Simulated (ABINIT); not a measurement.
Wanted: the native input for an ABINIT 10.8.3 (patched build) run.

* Task: single point
* Functional: PBE
* Potentials or basis: JTH PAW PBE v2.0
* Cutoff: 599 eV
* k mesh: 7 × 7 × 7
* Occupations: fermi-dirac, width 0.05 eV
* Spin: no spin polarisation
* Fine-grid cutoff: 1197.3 eV
* Exchange and correlation inside the PAW spheres: full angular mesh (pawxcdev 0, this build's default; the released program takes 1)

BiTe:

```
CELL_PARAMETERS angstrom
2.42271 1.39875 3.31729
-2.42271 1.39875 3.31729
0.00000 -2.79750 3.31729
ATOMIC_POSITIONS crystal
Bi 0.50000 0.50000 0.50000
Te 0.00000 0.00000 0.00000
```

The cell comes from a database or a generator and needn't be the stable form of this composition.

These files were run (other wordings do the same):

run.abi

```
# Pseudopotentials
pp_dirpath "./"
pseudos "Bi.GGA_PBE-JTH.xml, Te.GGA_PBE-JTH.xml"

# Structure
acell 8.200288611 8.200288611 8.200288611
rprim
     0.5583040290     0.3223369814     0.7644576388
    -0.5583040290     0.3223369814     0.7644576388
     0.0000000000    -0.6446739629     0.7644576388
ntypat 2
znucl 83 52
natom 2
typat 1 2
xred
     0.5000000000     0.5000000000     0.5000000000
     0.0000000000     0.0000000000     0.0000000000

# Plane-wave basis
ecut 598.650497 eV
pawecutdg 44.0

# k points
kptopt 1
ngkpt 7 7 7
nshiftk 1
shiftk 0.0 0.0 0.0

# Exchange and correlation
ixc 11

# Bands and occupations
nband 15
occopt 3
tsmear 0.00183747

# SCF cycle
nstep 100
tolvrs 1.0e-9

# Output
iomode 3
prtwf 0
prtden 0
prteig 0
prtebands 0
```

Potentials or basis: JTH PAW PBE v2.0.

Command:

```bash
$ abinit run.abi > log 2>&1
```

It gave:

```
Pressure                                              : 0.1 GPa
Band gap on the k mesh                                : none (metal or under the smearing width)
Valence electrons inside the program's atomic spheres : Bi 12.10; Te 3.07
```

Caveat: spin-orbit coupling is left out, which moves the levels of the heavy elements.

Run time: 36 s on 1 thread of Intel(R) Xeon(R) 6975P-C (Granite Rapids), with other jobs on the host, peak memory 0.16 GiB.
